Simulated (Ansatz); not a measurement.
**Rb: the crystal squeezed far**

One table from this session's results is given with a row withheld; the runs are named, their logs left out.

Method: DFT, PBEsol, PAW with Ansatz's default frozen-core files, scalar-relativistic, in Ansatz 0.2.0.

1 further run of the same task is left out (it didn't finish). Runs told in other sessions of the task aren't counted.

## The system as given

It takes space group Pm-3m (No. 221, cubic). Conventional cell: a = 4.548 Å, b = 4.548 Å, c = 4.548 Å, α = 90.00°, β = 90.00°, γ = 90.00°.

As a file:

```
Rb
1.0
     4.54800    0.00000    0.00000
     0.00000    4.54800    0.00000
     0.00000    0.00000    4.54800
Rb
1
Direct
  0.00000 0.00000 0.00000
```

Whether this phase is the stable one at these pressures isn't tested.

The first run:

Contents of input.yaml:

```yaml
crystal:
  lattice:
    - [4.5480016987, 0.0, 0.0]
    - [0.0, 4.5480016987, 0.0]
    - [0.0, 0.0, 4.5480016987]
  atoms:
    - { symbol: Rb, position: [0.0, 0.0, 0.0] }
kpoints:
  mp_grid: { grid: [9, 9, 9] }
scf:
  occupations: { method: fermi_dirac, width: 0.1 }
hamiltonian:
  xc: pbesol
  pseudopotentials: { kind: paw }
output:
  forces: true
  stress: true
  write_density: true
  write_potential: true
  elf: true
  volumetric_format: npy
relax:
  f_tol: 0.005
  max_steps: 40
  cell: {}
```

Started as:

```
$ ansatz run input.yaml --threads 1 --pin off --max-ram 2048MiB --backend cpu --events-out ev --progress --plain --runs-dir out
```

Steps of the session up to this table: Cell relaxed at zero pressure, PAW; Volume scaled by 1, PAW; Volume scaled by 0.88, PAW; Volume scaled by 0.88, PAW (cutoff 600 eV); Volume scaled by 0.78, PAW; Volume scaled by 0.68, PAW; Volume scaled by 0.58, PAW; Volume scaled by 0.5, PAW; Volume scaled by 0.43, PAW; Volume scaled by 0.43, PAW (cutoff 300 eV).

One table of the session follows, with a row left open; its other results are not shown here.

 The rows PAW, 0.43 and PAW (cutoff 300 eV), 0.43 agree to the last digit and may rest on the same set-up.

```
             method  volume over the first  volume (Å³/atom)  pressure (GPa)
                PAW                      1            94.072           -0.01
                PAW                   0.88            82.784            0.35
                PAW                   0.78                 ?               ?
                PAW                   0.68            63.969            1.77
                PAW                   0.58            54.562            3.19
                PAW                    0.5            47.036            4.76
                PAW                   0.43            40.451            6.85
PAW (cutoff 300 eV)                   0.43            40.451            6.85
PAW (cutoff 600 eV)                   0.88            82.784            0.35
```

Q: Estimate the row for PAW, 0.78 from the others.

**Answer.** volume (Å³/atom): 73.376; pressure (GPa): 0.88. In the column «volume (Å³/atom)» it lies between PAW, 0.68 (63.969) and PAW, 0.88 (82.784).

Limits of these values: Warnings in the runs' records: cutoff below recommended.
